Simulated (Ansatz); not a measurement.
# RuS (P-6m2) in Ansatz: further runs, part 2 of 2

Ansatz 0.2.0. The steps go on from the part before.

### 3 Relaxation of cell and atoms, PBE, target pressure 2 GPa, at which the enthalpy is minimised

input.yaml reads:

```yaml
crystal:
  lattice:
    - [3.36896832, 0.0, 0.0]
    - [-1.68448416, 2.91761215, 0.0]
    - [0.0, 0.0, 3.28794617]
  atoms:
    - { symbol: Ru, position: [0.0, 0.0, 0.0] }
    - { symbol: S, position: [0.6666666667, 0.3333333333, 0.5] }
hamiltonian:
  xc: pbe
  pseudopotentials: { kind: paw }
kpoints:
  mp_grid: { grid: [9, 9, 8] }
scf:
  occupations: { method: fermi_dirac, width: 0.05 }
output:
  forces: true
  stress: true
  eigenvalues: true
relax:
  f_tol: 0.01
  max_steps: 40
  cell: { stress_tol: 0.05, p_target: 2.0 }
```

Potentials or basis: Ansatz PAW.

Command:

```
$ ansatz run input.yaml --threads 2 --pin off --max-ram 5632MiB --backend cpu --events-out ev --progress --plain --runs-dir out
```

It took 13 s on 2 threads of Arm Neoverse V1, shared host; peak memory 0.33 GiB.

It converged, with:

- Free energy: -6780.3179 eV
- Relaxed volume: 13.96 Å³/atom
- Relaxed cell: a = 3.065 Å, b = 3.065 Å, c = 3.433 Å, α = 90.00°, β = 90.00°, γ = 120.00°
- Space group after relaxing (to 0.05 Å): P-6m2 (No. 187)
- Energy change on relaxing (the enthalpy is what falls): -103.0 meV/atom
- Ionic steps: 7
- Pressure after relaxing: 2.0 GPa
- Band gap on the k mesh: none (metal or under the smearing width)

Step by step:
```tsv
step	energy change (eV)	largest force (eV/Å)	volume (Å³)
1	0.0000	0.0000	32.32
2	-0.1631	0.0000	28.24
3	-0.1819	0.0000	28.42
4	-0.2061	0.0000	27.98
5	-0.2068	0.0000	27.92
6	-0.2070	0.0000	27.93
7	-0.2059	0.0000	27.93
```

Final structure:
```
Ru S
1.0
     3.06486    0.00000    0.00000
    -1.53243    2.65425    0.00000
     0.00000    0.00000    3.43298
Ru S
1 1
Direct
  0.00000 0.00000 0.00000
  0.66667 0.33333 0.50000
```

Levels at points of the mesh, in eV from the Fermi level:
```
            k point  band 7  band 8  band 9  band 10  band 11  band 12  band 13  band 14  band 15
 (0.00, 0.00, 0.00)   -4.32   -3.99   -3.99    -1.38    -1.38     1.22     1.22     3.78     7.31
(0.00, 0.00, -0.50)   -3.47   -3.47   -2.64    -2.64    -1.90     0.92     0.92     7.02     7.99
```

Caveat: the plane-wave basis is chosen anew once the cell has moved, so the energies of steps on either side of that aren't comparable.

### 4 Relaxation of cell and atoms, PBE, target pressure 5 GPa, at which the enthalpy is minimised

Changes to input.yaml since step 3:

```diff
@@ -19,2 +19,6 @@
   eigenvalues: true
+  write_density: true
+  write_potential: true
+  elf: true
+  volumetric_format: npy
 relax:
@@ -22,2 +26,2 @@
   max_steps: 40
-  cell: { stress_tol: 0.05, p_target: 2.0 }
+  cell: { stress_tol: 0.05, p_target: 5.0 }
```

Command:

```
$ ansatz run input.yaml --threads 2 --pin off --max-ram 5632MiB --backend cpu --events-out ev --progress --plain --runs-dir out
```

It took 13 s on 2 threads of Arm Neoverse V1, shared host; peak memory 0.33 GiB.

Results (log left out):

| Item | Value |
| --- | --- |
| Free energy | -6780.3081 eV |
| Relaxed volume | 13.74 Å³/atom |
| Relaxed cell | a = 3.041 Å, b = 3.041 Å, c = 3.431 Å, α = 90.00°, β = 90.00°, γ = 120.00° |
| Space group after relaxing (to 0.05 Å) | P-6m2 (No. 187) |
| Energy change on relaxing (the enthalpy is what falls) | -98.0 meV/atom |
| Ionic steps | 8 |
| Pressure after relaxing | 5.0 GPa |
| Band gap on the k mesh | none (metal or under the smearing width) |

Step by step:
```tsv
step	energy change (eV)	largest force (eV/Å)	volume (Å³)
1	0.0000	0.0000	32.32
2	-0.1556	0.0000	28.05
3	-0.1725	0.0000	27.89
4	-0.1822	0.0000	27.62
5	-0.1930	0.0000	27.39
6	-0.1974	0.0000	27.48
7	-0.1973	0.0000	27.47
8	-0.1961	0.0000	27.47
```

Final structure:
```xyz
2
Lattice="3.0408 0.0000 0.0000 -1.5204 2.6334 0.0000 0.0000 0.0000 3.4309" Properties=species:S:1:pos:R:3 pbc="T T T"
Ru    0.0000    0.0000    0.0000
S     1.5204    0.8778    1.7155
```

Levels at points of the mesh, in eV from the Fermi level:
```
            k point  band 7  band 8  band 9  band 10  band 11  band 12  band 13  band 14  band 15
 (0.00, 0.00, 0.00)   -4.43   -4.02   -4.02    -1.41    -1.41     1.25     1.25     3.91     7.30
(0.00, 0.00, -0.50)   -3.48   -3.48   -2.71    -2.71    -2.02     0.96     0.96     7.08     8.07
```

Caveat: the plane-wave basis is chosen anew once the cell has moved, so the energies of steps on either side of that aren't comparable.

### 5 Relaxation of cell and atoms, PBE, target pressure 10 GPa, at which the enthalpy is minimised

Changes to input.yaml since step 4:

```diff
@@ -19,6 +19,2 @@
   eigenvalues: true
-  write_density: true
-  write_potential: true
-  elf: true
-  volumetric_format: npy
 relax:
@@ -26,2 +22,2 @@
   max_steps: 40
-  cell: { stress_tol: 0.05, p_target: 5.0 }
+  cell: { stress_tol: 0.05, p_target: 10.0 }
```

Potentials or basis: Ansatz PAW.

Command:

```
$ ansatz run input.yaml --threads 2 --pin off --max-ram 5632MiB --backend cpu --events-out ev --progress --plain --runs-dir out
```

What it wrote:

```text
Warning: RAYON_NUM_THREADS=2 ignored (pool sized by the plan → 2); use --threads N
Engine: ansatz 0.2.0, aarch64-unknown-linux-gnu
Pseudopotentials: kind: paw
Pseudopotential: Ru, paw, valence charge 16, recommended cutoff 420 eV (normal), Ru.paw.azcp
Pseudopotential: S, paw, valence charge 6, recommended cutoff 420 eV (normal), S.paw.azcp
Functional definition: PBE
  parameter kappa = 0.804
  parameter beta = 0.06672455060314922
  exchange = pbe_x(kappa = kappa, mu = beta*pi^2/3)
  correlation = pbe_c(beta = beta)
Crystal: 2 atoms, lattice volume = 32.318 Å³
[... 164 lines left out ...]
  E_ewald      = -2339.847990
  E_smearing   = -0.014144  (= −TS)
  E_closure    = -0.000000  (closes the sum)
  Σ components = -6780.277091   (vs F -6780.277091, Δ=0.00e0)
--- Forces (eV/Å), atoms counted from 1 ---
  atom   1  Ru     0.00000000    -0.00000000     0.00000000
  atom   2  S      0.00000000    -0.00000000     0.00000000
  max |Σ_I F_I| component: 4.53e-16 eV/Å
--- Stress (GPa, compression-positive) ---
        9.990629       0.000000      -0.000000
        0.000000       9.990629      -0.000000
       -0.000000      -0.000000       9.986088
  P = ⅓ Tr σ = 9.9891 GPa (99.891 kbar)
--- Band table (eV; the first three rows and the last of 60) ---
  k-point 0: bands = ["-54.4035", "-24.5883", "-24.2627", "-24.2627", "1.5033", "13.4739", "14.0225", "14.5545", "14.5545", "17.1736", "17.1736", "19.9312", "19.9312", "22.7424", "25.8992"]
  k-point 1: bands = ["-54.4031", "-24.5979", "-24.2620", "-24.2620", "1.6568", "12.3933", "14.6339", "14.6339", "14.7811", "16.8761", "16.8761", "20.0506", "20.0506", "23.3073", "26.1184"]
  k-point 2: bands = ["-54.4021", "-24.6211", "-24.2605", "-24.2605", "2.0650", "10.9521", "14.8376", "14.8376", "15.5530", "16.3294", "16.3294", "20.0525", "20.0525", "24.4738", "26.6996"]
  k-point 59: bands = ["-54.3683", "-24.5929", "-24.4613", "-24.4472", "4.3961", "10.3927", "11.5951", "12.7520", "15.9065", "17.6600", "18.7954", "20.3051", "20.8382", "22.2605", "22.8521"]
--- Relaxed structure (8 steps of the walk, 8 accepted, 2 SCFs on fresh bases) ---
  F+E_penalty+E_count = -6780.27709127 eV   max|allowed force component| = 1.434e-16 eV/Å   (the final SCF, on the basis selected at the relaxed cell)
  cell:  # Å, volume = 26.8066 Å³
    - [3.0045767274681032, 0.0, 0.0]
    - [-1.5022883637340516, 2.6020397736068914, 0.0]
    - [0.0, 0.0, 3.428816793836341]
  atoms:
    - { symbol: Ru, position: [-3.7007434155248937e-17, 1.3026069133768665e-32, 0.0] }
    - { symbol: S, position: [0.6666666666666666, 0.3333333333333333, 0.5] }
```

Run time: 15 s. Hardware: 2 threads of Arm Neoverse V1, shared host; peak memory 0.33 GiB.

Results:

```
Free energy                                            : -6780.2771 eV
Relaxed volume                                         : 13.40 Å³/atom
Relaxed cell                                           : a = 3.005 Å, b = 3.005 Å, c = 3.429 Å, α = 90.00°, β = 90.00°, γ = 120.00°
Space group after relaxing (to 0.05 Å)                 : P-6m2 (No. 187)
Energy change on relaxing (the enthalpy is what falls) : -82.5 meV/atom
Ionic steps                                            : 10
Pressure after relaxing                                : 10.0 GPa
Band gap on the k mesh                                 : none (metal or under the smearing width)
```

Step by step:
```csv
step,energy change (eV),largest force (eV/Å),volume (Å³)
1,0.0000,0.0000,32.32
2,-0.1526,0.0000,28.02
3,-0.1289,0.0000,27.02
4,-0.1386,0.0000,26.47
5,-0.1547,0.0000,26.68
6,-0.1644,0.0000,26.78
7,-0.1664,0.0000,26.81
8,-0.1650,0.0000,26.81
9,-0.1651,0.0000,26.81
10,-0.1651,0.0000,26.81
```

Final structure:
```
CELL_PARAMETERS angstrom
3.00458 0.00000 0.00000
-1.50229 2.60204 0.00000
0.00000 0.00000 3.42882
ATOMIC_POSITIONS crystal
Ru 0.00000 0.00000 0.00000
S 0.66667 0.33333 0.50000
```

Caveat: the volume moved by over 15 % at a fixed basis, so the end points are rough; the plane-wave basis is chosen anew once the cell has moved, so the energies of steps on either side of that aren't comparable.

### 6 Overview

```tsv
cell	target pressure (GPa)	gap on the mesh (eV)	pressure (GPa)
relaxed	-	none	0.0
relaxed to 2 GPa	2	none	2.0
relaxed to 5 GPa	5	none	5.0
relaxed to 10 GPa	10	none	10.0
```

Alike in all rows: task relaxation of cell and atoms; level PBE; potentials or basis Ansatz PAW; no spin polarisation; k mesh 9 × 9 × 8; cutoff (eV) 420; smearing fermi-dirac 0.05 eV.

Caveats: the plane-wave basis is chosen anew once the cell has moved, so the energies of steps on either side of that aren't comparable; the volume moved by over 15 % at a fixed basis, so the end points are rough (some runs).

Total energies depend on the potentials used, so only differences within one code and one set of settings carry meaning.
